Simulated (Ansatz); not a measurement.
**AlAs+ (quartet): from Hartree-Fock to the top rungs at distance Al1–As2 = 2.315 Å, cc-pVDZ**

Aim: climb from Hartree-Fock through coupled cluster and multireference methods for AlAs+ (quartet) at one geometry and basis, and see what each rung misses.

Computed with Ansatz 0.2.0, Gaussian basis. Level: cc-pVDZ, core rule «outside noble gas», up to 19 orbitals frozen.

Plan: UHF; CCSD(T) on ROHF; CCSD(T) on UHF; BCCD(T) on ROHF; CISD; CCSDT(Q) on ROHF; CCSDT(Q) on UHF; CASSCF and MRCISD+Q, 5 electrons in 5 orbitals; CASSCF and NEVPT2, 5 electrons in 5 orbitals; CASSCF and MRCISD+Q, 7 electrons in 8 orbitals; CASSCF and NEVPT2, 7 electrons in 8 orbitals; Full CI.

16 further runs of the same task are left out: 2 for a known fault of the program, 13 that didn't finish, 1 set aside as unsound or not needed.

### Step 1. The system

The geometry derives from a PBE0/def2-TZVP stationary point (not a proven minimum). One bond is set to the value named and the two fragments are kept rigid. No spin-orbit coupling is included. The filled d shell of As may be among the frozen orbitals whatever the setting's name suggests; the logs give the count.

2 atoms, charge 1, spin multiplicity 4.

Atoms are counted from 1 here; the program's logs count them from 0.

Bond lengths: Al1–As2 2.315 Å.

### Step 2. UHF

File in.yaml:

```yaml
crystal:
  periodic: [false, false, false]
  atoms:
    - {symbol: Al, position_ang: [0.000000, 0.000000, 0.000000]}
    - {symbol: As, position_ang: [0.000000, 0.000000, 2.315000]}
basis:
  gaussian: {orbitals: cc-pVDZ}
total_charge: 1
magnetization: {spin_polarized: true, initial_magnetization: 3}
hamiltonian: {xc: hf}
output: {orbitals: {seedname: orbitals}}
```

Started as:

```sh
$ ansatz run in.yaml --threads 1 --pin off --events-out ev --progress --plain --max-ram 2393MiB
```

Further steps of the session: CCSD(T) on ROHF; CCSD(T) on UHF; BCCD(T) on ROHF; CISD; CCSDT(Q) on ROHF; CCSDT(Q) on UHF; CASSCF and MRCISD+Q, 5 electrons in 5 orbitals; CASSCF and NEVPT2, 5 electrons in 5 orbitals; CASSCF and MRCISD+Q, 7 electrons in 8 orbitals; CASSCF and NEVPT2, 7 electrons in 8 orbitals; Full CI.

**Question.** What will the summary of the whole plan be? Wanted: FCI below the RHF energy; RMP2 from FCI; UMP2 from FCI; RCCSD from FCI; RCCSD(T) from FCI; UCCSD(T) from FCI; RCCSDT(Q) from FCI; UCCSDT(Q) from FCI; NEVPT2 pair from FCI.

As calculated:

| quantity | value |
| --- | --- |
| FCI below the RHF energy | -3.4210 eV |
| RMP2 from FCI | +805.5 meV |
| UMP2 from FCI | +824.1 meV |
| RCCSD from FCI | +145.6 meV |
| RCCSD(T) from FCI | +32.3 meV |
| UCCSD(T) from FCI | +22.4 meV |
| RCCSDT(Q) from FCI | +1.1 meV |
| UCCSDT(Q) from FCI | -10.5 meV |
| NEVPT2 pair from FCI | +779.3 meV |
| MRCISD+Q pair from FCI | -5.1 meV |
| NEVPT2 valence from FCI | +570.5 meV |
| levels within 1 kcal/mol (43 meV) | RCCSD(T), UCCSD(T), BCCD(T), RCCSDT, UCCSDT, RCCSDT(Q), UCCSDT(Q), MRCISD+Q pair, MRCISD+Q valence |
| T1 diagnostic | 0.036 |
| effectively unpaired electrons | 3.06 |

RCCSD(T) misses by +32.3 meV, 0.9 % of the correlation energy. UCCSDT, UCCSDT(Q), MRCISD+Q pair fall below full CI: unrestricted runs freeze a spin-polarised core, another one than full CI's, and coupled cluster isn't variational. One determinant dominates. Of the multireference levels listed MRCISD+Q pair comes nearest in total energy (-5.1 meV), which doesn't show that its space is the better one. These misses are within one basis, not against nature; the frozen cores of restricted and unrestricted runs differ, which can shift their rows.
